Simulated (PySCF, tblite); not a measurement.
**AlH2O2S radical, a cluster model of a defect (alumina monomer): EPR parameters**

What EPR parameters should one expect for `[OH][Al]([OH])[S]`? It is drawn as: sulfur hole.

Programs: tblite 0.8.0 and PySCF 2.14.0. All values are calculated, for the isolated system unless a continuum is named. Atoms count from 0, parts from 1.

## 1. Starting point

6 atoms, charge 0, multiplicity 2; geometry: distance geometry start.

## 2. Geometry optimisation with GFN2-xTB

The job: settings as JSON, then the geometry in Å.

```
{"job": {"kind": "relax", "xc": "GFN2-xTB", "basis": "xTB"}, "charge": 0, "multiplicity": 2}
O      2.690038    -0.711621     0.697946
Al     1.523108     0.492856    -0.158296
O     -0.258215     0.403394     0.349158
S      1.923239     0.885486    -2.332336
H      3.568017    -0.966788     0.358972
H     -0.996219     0.891449    -0.047707
```

Level: GFN2-xTB geometry optimisation, gas phase.

Run with:

```console
$ OMP_NUM_THREADS=1 python cluster_run.py task.json out
```

One launch serves the whole session: the jobs run in the order shown.

**Question.** The jobs that follow are: PBE0-D3(BJ)/def2-SVP geometry optimisation, gas phase; UKS B3LYP, IGLO-III on Al O S, pcH-1 on H, non-relativistic, mean-field spin-orbit, GIAO; UKS BHandHLYP, IGLO-III on Al O S, pcH-1 on H, non-relativistic, mean-field spin-orbit, GIAO. Predict: point group; rotational constants (main isotopes); g(iso) (B3LYP); ⟨S²⟩; largest a(iso) (averaged by class).

The runs gave:

```
                            quantity                   value
                         point group                     C2v
rotational constants (main isotopes)    6.32, 3.25, 2.15 GHz
                      g(iso) (B3LYP)                 2.10810
                                ⟨S²⟩      0.753 (exact 0.75)
  largest a(iso) (averaged by class)  27Al on Al1, -39.8 MHz
```

**Reading.** The optimisation took 21 steps and gained 0.198 eV; among the close pairs (by a distance rule), O0–H4 changed most, from 0.912 to 0.956 Å (PBE0/def2-SVP). No frequency check was run at this level, so the end point may be a saddle. S3 carries the largest spin population, 1.01 e. The isotropic g lies 105.8 ppt above the free-electron value. These values are not to be trusted: the run shows a large g shift, which the driver flags as unsure.
